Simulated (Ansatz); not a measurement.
**CH3BFN: single points off equilibrium**

One table from this session's results is given with a row withheld; the runs are named, their logs left out.

Method: single points in def2-TZVPP; program: Ansatz 0.2.0, Gaussian basis.

Cores are frozen in the correlated methods.

### The system as given

SMILES `N=CBF`, 7 atoms, charge 0, spin multiplicity 1.

Atoms are counted from 1 here; the program's logs count them from 0.

Bond lengths: N1–C2 1.286 Å, N1–H5 1.056 Å, C2–B3 1.585 Å, C2–H6 1.098 Å, B3–F4 1.303 Å, B3–H7 1.149 Å. Angles: C2–N1–H5 111.0°, N1–C2–B3 127.4°, N1–C2–H6 111.3°, B3–C2–H6 121.2°, C2–B3–F4 117.4°, C2–B3–H7 124.9°, F4–B3–H7 117.6°.

Coordinates:

```xyz
7
CH3BFN
N     0.4840    1.0607   -1.0548
C    -0.1271    0.6875    0.0132
B    -0.2266   -0.7809    0.6018
F     0.2769   -1.7479   -0.1117
H     0.8804    0.2305   -1.5742
H    -0.5514    1.5459    0.5498
H    -0.7573   -1.0625    1.5810
```

Set-up of the first run:

Contents of run/in.yaml:

```yaml
crystal:
  periodic: [false, false, false]
  atoms:
    - {symbol: N, position_ang: [0.484000, 1.060700, -1.054800]}
    - {symbol: C, position_ang: [-0.127100, 0.687500, 0.013200]}
    - {symbol: B, position_ang: [-0.226600, -0.780900, 0.601800]}
    - {symbol: F, position_ang: [0.276900, -1.747900, -0.111700]}
    - {symbol: H, position_ang: [0.880400, 0.230500, -1.574200]}
    - {symbol: H, position_ang: [-0.551400, 1.545900, 0.549800]}
    - {symbol: H, position_ang: [-0.757300, -1.062500, 1.581000]}
basis:
  gaussian: {orbitals: def2-TZVPP}
correlation: {method: ccsd_t}
output: {forces: true}
```

The command line of these runs was not kept.

Steps of the session up to this table: CCSD(T)/def2-TZVPP; PBE0-D4/def2-TZVPP; wB97M-V/def2-TZVPP; r2SCAN-D4/def2-TZVPP; PBE-D4/def2-TZVPP; wB97X-V/def2-TZVPP; r2SCANh-D4/def2-TZVPP.

One of the session's tables, all rows but one given; the rest of the session is left out.

| method | RMS force component (eV/Å) | angle to CCSD(T) forces (°) | dipole (D) |
| --- | --- | --- | --- |
| CCSD(T) | 0.652 | reference | 1.51 |
| PBE0-D4 | 0.659 | 28.9 | 1.47 |
| wB97M-V | ? | ? | ? |
| r2SCAN-D4 | 0.622 | 19.4 | 1.41 |
| PBE-D4 | 0.648 | 19.0 | 1.35 |
| wB97X-V | 0.689 | 26.3 | 1.57 |
| r2SCANh-D4 | 0.640 | 25.9 | 1.45 |

Estimate the missing values for wB97M-V.

As computed: RMS force component (eV/Å): 0.658; angle to CCSD(T) forces (°): 27.7; dipole (D): 1.53. In the column «RMS force component (eV/Å)» it lies between CCSD(T) (0.652) and PBE0-D4 (0.659).
